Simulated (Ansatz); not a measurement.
# C2H4InN: small, medium and large basis sets

One table from this session's results is given with a row withheld; the runs are named, their logs left out.

Method: one geometry, several basis sets; program: Ansatz 0.2.0, Gaussian basis.

Levels to be run: PBE0-D4/def2-SVP; ωB97M-V/def2-SVP; PBE0-D4/def2-QZVPP; ωB97M-V/def2-QZVPP; the functionals' def2-TZVPP values are taken from earlier runs.

**The geometry**

The geometry comes from an earlier relaxation with PBE0-D4 in a triple-zeta def2 set; it is a stationary point, not always the lowest conformer. In takes the def2 core potential; no spin-orbit term is included.

SMILES `[InH2][C]1=NC1`, 8 atoms, charge 0, spin multiplicity 1.

Atoms are counted from 1 here; the program's logs count them from 0.

Bond lengths: In1–C2 2.140 Å, In1–H5 1.714 Å, In1–H6 1.714 Å, C2–N3 1.257 Å, C2–C4 1.474 Å, N3–C4 1.498 Å, C4–H7 1.087 Å, C4–H8 1.087 Å. Angles: C2–In1–H5 117.0°, C2–In1–H6 117.0°, H5–In1–H6 126.0°, In1–C2–N3 143.1°, In1–C2–C4 150.9°, N3–C2–C4 66.0°, C2–N3–C4 64.0°, C2–C4–N3 50.0°, C2–C4–H7 120.2°, C2–C4–H8 120.2°, N3–C4–H7 117.0°, N3–C4–H8 117.0°, H7–C4–H8 115.8°.

Set-up of the first run:

File in.yaml:

```yaml
crystal:
  periodic: [false, false, false]
  atoms:
    - {symbol: In, position_ang: [-0.954290, 1.598746, -0.192745]}
    - {symbol: C, position_ang: [0.375620, -0.039250, 0.166976]}
    - {symbol: N, position_ang: [1.501910, -0.334811, 0.639837]}
    - {symbol: C, position_ang: [0.698788, -1.475167, 0.094202]}
    - {symbol: H, position_ang: [-0.837163, 2.375133, -1.716268]}
    - {symbol: H, position_ang: [-2.096483, 1.956659, 1.033982]}
    - {symbol: H, position_ang: [1.037051, -1.912658, -0.841268]}
    - {symbol: H, position_ang: [0.274567, -2.168652, 0.815273]}
basis:
  gaussian: {orbitals: def2-SVP}
hamiltonian: {xc: pbe0, dispersion: d4}
output: {orbitals: {seedname: orbitals}}
```

Started as:

```sh
$ ansatz run in.yaml --threads 2 --pin off --events-out ev --progress --plain --max-ram 4352MiB
```

Among the steps run: PBE0-D4 in def2-SVP; ωB97M-V in def2-SVP; PBE0-D4 in def2-QZVPP; ωB97M-V in def2-QZVPP.

One of the session's tables, all rows but one given; the rest of the session is left out.

It belongs to the step «Functionals by basis». 

| functional | basis | HOMO (eV) | LUMO (eV) |
| --- | --- | --- | --- |
| PBE0-D4 | def2-SVP | -6.93 | -2.09 |
| PBE0-D4 | def2-TZVPP | -7.00 | -2.14 |
| PBE0-D4 | def2-QZVPP | -7.02 | -2.15 |
| ωB97M-V | def2-SVP | -9.11 | -0.53 |
| ωB97M-V | def2-TZVPP | ? | ? |
| ωB97M-V | def2-QZVPP | -9.21 | -0.69 |

Estimate the missing values for ωB97M-V, def2-TZVPP.

The run gave: HOMO (eV): -9.19; LUMO (eV): -0.66. In the column «HOMO (eV)» it lies between ωB97M-V, def2-QZVPP (-9.21) and ωB97M-V, def2-SVP (-9.11).
